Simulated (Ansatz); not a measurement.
# C₂H₅BO: up Jacob's ladder to CCSD(T)

How much do the methods differ for C₂H₅BO? The plan is to run it at one geometry with functionals of several rungs and with coupled cluster, and see how far each lands from CCSD(T) at the basis-set limit for the atomisation energy.

Computed with Ansatz 0.2.0, Gaussian basis. Level: functionals in def2-TZVPP, the program's frozen cores in correlated methods.

Plan: LDA (SPW92), PBE-D4, revPBE-D4, BLYP-D4, r2SCAN-D4, B97M-V, PBE0-D4, B3LYP-D4, r2SCANh-D4, r2SCAN0-D4, HSE06-D4, BHLYP-D4, CAM-B3LYP-D4, LC-ωPBE, ωB97X-V, ωB97M-V, B2PLYP, PBE-QIDH; CCSD(T)/def2-SVP; CCSD(T)/def2-TZVPP; MP2/def2-QZVPP; extrapolation to the limit; RPA on PBE.

## 1. Structure used throughout

The geometry comes from an earlier relaxation with PBE0-D4 in a triple-zeta def2 set; it is a stationary point, not always the lowest conformer.

SMILES `BOC=C`, 9 atoms, charge 0, spin multiplicity 1.

Atoms are counted from 1 here; the program's logs count them from 0.

Bond lengths: B1–O2 1.350 Å, B1–H5 1.193 Å, B1–H6 1.201 Å, O2–C3 1.366 Å, C3–C4 1.321 Å, C3–H7 1.087 Å, C4–H8 1.081 Å, C4–H9 1.083 Å. Angles: O2–B1–H5 116.7°, O2–B1–H6 119.8°, H5–B1–H6 123.6°, B1–O2–C3 122.1°, O2–C3–C4 121.5°, O2–C3–H7 114.8°, C4–C3–H7 123.7°, C3–C4–H8 119.7°, C3–C4–H9 121.3°, H8–C4–H9 119.0°.

## 2. LDA

This LDA is Slater exchange with PW92 correlation.

Contents of in.yaml:

```yaml
crystal:
  periodic: [false, false, false]
  atoms:
    - {symbol: B, position_ang: [-0.224530, 1.789153, -0.266952]}
    - {symbol: O, position_ang: [0.096156, 0.521867, -0.603838]}
    - {symbol: C, position_ang: [0.011683, -0.509917, 0.286927]}
    - {symbol: C, position_ang: [0.329567, -1.745116, -0.055362]}
    - {symbol: H, position_ang: [-0.114890, 2.614692, -1.121877]}
    - {symbol: H, position_ang: [-0.597482, 2.033617, 0.847723]}
    - {symbol: H, position_ang: [-0.332702, -0.228661, 1.279174]}
    - {symbol: H, position_ang: [0.251826, -2.540031, 0.672901]}
    - {symbol: H, position_ang: [0.668874, -1.981805, -1.055797]}
basis:
  gaussian: {orbitals: def2-TZVPP}
hamiltonian: {xc: lda}
output: {orbitals: {seedname: orbitals}}
```

The runs that follow: PBE-D4 (GGA); revPBE-D4 (GGA); BLYP-D4 (GGA); r2SCAN-D4 (meta-GGA); B97M-V (meta-GGA); PBE0-D4 (hybrid); B3LYP-D4 (hybrid); r2SCANh-D4 (hybrid); r2SCAN0-D4 (hybrid); HSE06-D4 (hybrid); BHLYP-D4 (hybrid); CAM-B3LYP-D4 (range-separated); LC-ωPBE (range-separated); ωB97X-V (range-separated); ωB97M-V (range-separated); B2PLYP (double hybrid); PBE-QIDH (double hybrid); CCSD(T) in def2-SVP; CCSD(T) in def2-TZVPP; MP2 in def2-QZVPP; RPA on PBE orbitals.

**Question.** What will the summary of the whole plan be? Wanted: atomisation energy, CCSD(T)/CBS; farthest beyond LDA; mean size of error, GGA; mean size of error, meta-GGA; mean size of error, hybrid; mean size of error, range-separated; mean size of error, double hybrid; gap, smallest and largest; T1 diagnostic.

The runs gave:

| quantity | value |
| --- | --- |
| atomisation energy, CCSD(T)/CBS | 37.646 eV |
| functionals within 0.188 eV (0.5 %) | revPBE-D4, r2SCANh-D4, LC-ωPBE, ωB97X-V, B2PLYP, PBE-QIDH |
| farthest beyond LDA | PBE-D4 (+1.023 eV) |
| mean size of error, GGA | 0.446 eV |
| mean size of error, meta-GGA | 0.243 eV |
| mean size of error, hybrid | 0.347 eV |
| mean size of error, range-separated | 0.200 eV |
| mean size of error, double hybrid | 0.085 eV |
| gap, smallest and largest | 4.53 eV (LDA (SPW92)), 11.68 eV (LC-ωPBE) |
| T1 diagnostic | 0.0140 |
| triples share of the correlation energy | 3.9 % |

In words: The LDA atomisation energy is off by 5.564 eV (15 %): it overbinds. PBE-D4 is off by +1.023 eV. Double hybrids carry the basis error of their MP2 part in triple zeta, and no dispersion term here, so their miss is partly the set-up's. By mean error the best rung here is double hybrid (0.085 eV) and the worst beyond LDA is GGA (0.446 eV). Misses under about 0.188 eV are within the doubt on the reference itself, which lacks core-valence correlation, relativity and higher excitations. Hartree-Fock recovers 75 % of the binding; the rest is correlation. CCSD(T) in def2-SVP is off by -1.451 eV, so the small basis spoils what the method gains. Orbital gaps span 4.5 to 11.7 eV; exact exchange widens them.
